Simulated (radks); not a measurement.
# Os³⁺ in [Xe] 4f14 5d5: an all-electron calculation

Aim: the levels, the sizes of the orbitals and the parts of the energy of the osmium ion Os3+.

The numbers are computed with radks (a radial shooting solver on a logarithmic mesh, Libxc functionals) version 1 (Dirac Kohn-Sham, PBE, spin-unpolarised, spherical densities, finite nucleus; open shells fill j = l - 1/2 first), except any that are marked as measured or tabulated.

**1. Starting point**

```
element            : osmium (Z = 76)
charge             : +3
electrons          : 73
configuration      : [Xe] 4f14 5d5
nuclear rms radius : 5.4126 fm
```

**2. The run**

The run's settings:

```text
Z 76
configuration [Xe] 4f14 5d5
relativity Dirac
functional pbe,pbe
spin unpolarised
j_filling energy
nucleus finite rms 5.4126 fm
c 137.035999084
```

On the command line:

```bash
python run_ks.py task.json out
```

All runs below come from this command, one after another.

Q: Predict the outcome of this run.

As calculated:

```
                        quantity                   value
                    total energy     -17276.6715 hartree
exchange-correlation share of it                  1.97 %
                            −T/E                  1.1345
          highest occupied level       5d5/2, -34.192 eV
    most extended occupied level  5d5/2, <r> = 1.63 bohr
 radius at density 0.001 e/bohr³               3.39 bohr
    maxima of the radial density                       4
         ionisation energy, NIST          41 (theory) eV
```

The radial density shows 4 maxima for 5 occupied principal shells; where shells overlap, one shows as a shoulder or not at all. −T/E is 1.135: with relativity the kinetic term as defined here no longer equals −E. Minus the highest eigenvalue, 34.192 eV, is 83 % of the tabulated ionisation energy (41 eV); the potential of a semilocal functional falls off too fast, so its top eigenvalue is too shallow. Spin polarisation and multiplet splitting are left out.
